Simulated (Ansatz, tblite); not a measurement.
**C₁₆H₁₉BN₂O₂: rung by rung**

The task here is to estimate one member of a computed series from the others.

The runs use Ansatz 0.2.0, Gaussian basis; as each input shows.

Plan: GFN1-xTB, GFN2-xTB, PBE-D4/def2-TZVP, r2SCAN-D4/def2-TZVP, ωB97X-V/def2-TZVP, LC-ωPBE/def2-TZVP, B97M-V/def2-TZVP, LC-ωPBE(0.10)/def2-SVP, LC-ωPBE(0.15)/def2-SVP, LC-ωPBE(0.20)/def2-SVP, LC-ωPBE(0.30)/def2-SVP, PBE-D4/def2-SVP, PBE0-D4/def2-SVP, HF/6-31G, B3LYP-D4/6-31G, MP2/def2-SVP, RPA/def2-SVP.

**The relaxed structure**

The geometry is that of the singlet, from an earlier relaxation (PBE-D4/def2-SVP).

SMILES `OB(O)CCCCc1ccc(/N=N/c2ccccc2)cc1`, 40 atoms, charge 0, spin multiplicity 1.

Bond lengths: O1–B2 1.378 Å, O1–H22 0.974 Å, B2–O3 1.378 Å, B2–C4 1.582 Å, O3–H23 0.974 Å, C4–C5 1.541 Å, C4–H24 1.110 Å, C4–H25 1.114 Å, C5–C6 1.534 Å, C5–H26 1.114 Å, C5–H27 1.111 Å, C6–C7 1.542 Å, C6–H28 1.113 Å, C6–H29 1.112 Å, C7–C8 1.508 Å, C7–H30 1.112 Å, C7–H31 1.110 Å, C8–C9 1.416 Å and more. Angles: B2–O1–H22 114.5°, O1–B2–O3 123.7°, O1–B2–C4 117.7°, O3–B2–C4 118.6°, B2–O3–H23 114.3°, B2–C4–C5 112.6°, B2–C4–H24 109.3°, B2–C4–H25 108.4°, C5–C4–H24 111.0°, C5–C4–H25 108.8°, H24–C4–H25 106.7°, C4–C5–C6 115.0°, C4–C5–H26 109.5°, C4–C5–H27 108.9°, C6–C5–H26 108.6°, C6–C5–H27 108.7°, H26–C5–H27 105.7°, C5–C6–C7 114.3° and more.

PBE0-D4/def2-TZVP was run before; its log isn't repeated, and its numbers join the tables.

The first run:

Tight binding, by tblite at 300 K electronic temperature and without a spin-polarisation term:

```python
tblite.interface.Calculator('GFN1-xTB', numbers, positions, charge=0, uhf=0).singlepoint()
```

Tight binding, by tblite at 300 K electronic temperature and without a spin-polarisation term:

```python
tblite.interface.Calculator('GFN2-xTB', numbers, positions, charge=0, uhf=0).singlepoint()
```

start.molden holds the orbitals of an earlier run on this state, given as this run's starting guess.

Contents of in.yaml:

```yaml
crystal:
  periodic: [false, false, false]
  atoms:
    - {symbol: O, position_ang: [-7.646118, -1.023598, 0.385617]}
    - {symbol: B, position_ang: [-6.990137, -0.286502, -0.576578]}
    - {symbol: O, position_ang: [-7.629030, 0.548724, -1.467446]}
    - {symbol: C, position_ang: [-5.412725, -0.392742, -0.636931]}
    - {symbol: C, position_ang: [-4.737120, 0.077413, 0.665769]}
    - {symbol: C, position_ang: [-3.209960, -0.065245, 0.693050]}
    - {symbol: C, position_ang: [-2.471906, 0.819591, -0.331572]}
    - {symbol: C, position_ang: [-0.972558, 0.731842, -0.199372]}
    - {symbol: C, position_ang: [-0.235121, -0.246007, -0.909505]}
    - {symbol: C, position_ang: [1.144879, -0.369558, -0.754127]}
    - {symbol: C, position_ang: [1.832368, 0.493774, 0.131733]}
    - {symbol: N, position_ang: [3.222402, 0.460673, 0.365356]}
    - {symbol: N, position_ang: [3.859879, -0.419646, -0.288144]}
    - {symbol: C, position_ang: [5.251986, -0.448991, -0.043023]}
    - {symbol: C, position_ang: [5.921751, 0.413779, 0.856762]}
    - {symbol: C, position_ang: [7.302902, 0.298585, 1.026863]}
    - {symbol: C, position_ang: [8.031208, -0.670464, 0.308305]}
    - {symbol: C, position_ang: [7.369149, -1.528005, -0.585133]}
    - {symbol: C, position_ang: [5.983695, -1.418730, -0.760293]}
    - {symbol: C, position_ang: [1.108282, 1.471117, 0.846318]}
    - {symbol: C, position_ang: [-0.275223, 1.584521, 0.681591]}
    - {symbol: H, position_ang: [-8.612907, -0.909006, 0.392908]}
    - {symbol: H, position_ang: [-8.597652, 0.577829, -1.366667]}
    - {symbol: H, position_ang: [-5.039719, 0.184150, -1.508658]}
    - {symbol: H, position_ang: [-5.139372, -1.457566, -0.818093]}
    - {symbol: H, position_ang: [-4.998010, 1.143635, 0.855608]}
    - {symbol: H, position_ang: [-5.163768, -0.491928, 1.518790]}
    - {symbol: H, position_ang: [-2.927886, -1.128284, 0.522481]}
    - {symbol: H, position_ang: [-2.834734, 0.187264, 1.708680]}
    - {symbol: H, position_ang: [-2.797117, 1.873348, -0.191716]}
    - {symbol: H, position_ang: [-2.771312, 0.528643, -1.360082]}
    - {symbol: H, position_ang: [-0.768398, -0.916143, -1.603522]}
    - {symbol: H, position_ang: [1.732129, -1.119124, -1.303256]}
    - {symbol: H, position_ang: [5.320449, 1.156734, 1.399582]}
    - {symbol: H, position_ang: [7.827213, 0.968428, 1.726208]}
    - {symbol: H, position_ang: [9.119649, -0.755219, 0.448956]}
    - {symbol: H, position_ang: [7.937109, -2.285228, -1.146628]}
    - {symbol: H, position_ang: [5.429429, -2.072668, -1.449681]}
    - {symbol: H, position_ang: [1.668442, 2.131884, 1.524386]}
    - {symbol: H, position_ang: [-0.832128, 2.352737, 1.241452]}
basis:
  gaussian: {orbitals: def2-TZVP, fitting: {mean_field: def2-universal-jkfit}, initial_orbitals: start.molden}
hamiltonian: {xc: pbe, dispersion: d4}
scf: {omitted_lower_state_checks: [starts]}
output: {orbitals: {seedname: orbitals}}
```

Run with:

```sh
ansatz run in.yaml --threads 2 --pin off --events-out ev --progress --plain --max-ram 22528MiB --backend cuda --devices 0, --max-vram 18GiB
```

Among the steps run: PBE-D4/def2-TZVP; r2SCAN-D4/def2-TZVP; ωB97X-V/def2-TZVP; LC-ωPBE/def2-TZVP; B97M-V/def2-TZVP; LC-ωPBE(0.10)/def2-SVP; LC-ωPBE(0.15)/def2-SVP; LC-ωPBE(0.20)/def2-SVP; LC-ωPBE(0.30)/def2-SVP; PBE-D4/def2-SVP; PBE0-D4/def2-SVP; HF/6-31G; B3LYP-D4/6-31G; MP2/def2-SVP; RPA/def2-SVP.

One of the session's tables, all rows but one given; the rest of the session is left out.

It belongs to the step «Binding energy». 

| level | binding an atom (eV) |
| --- | --- |
| HF/6-31G | 3.269 |
| HF/def2-SVP | 3.567 |
| PBE-D4/def2-SVP | 5.070 |
| PBE-D4/def2-TZVP | 4.998 |
| r2SCAN-D4/def2-TZVP | 4.844 |
| B97M-V/def2-TZVP | 4.826 |
| B3LYP-D4/6-31G | 4.697 |
| PBE0-D4/def2-SVP | 4.958 |
| PBE0-D4/def2-TZVP | 4.884 |
| LC-ωPBE/def2-TZVP | ? |
| ωB97X-V/def2-TZVP | 4.814 |
| MP2/def2-SVP | 4.738 |

**Question.** Estimate the row for LC-ωPBE/def2-TZVP.

As computed: binding an atom (eV): 4.818. In the column «binding an atom (eV)» it lies between ωB97X-V/def2-TZVP (4.814) and B97M-V/def2-TZVP (4.826).

To keep in mind: Free atoms were run apart at each level; binding is atoms less cluster, divided by the number of atoms, without zero-point or spin-orbit terms.
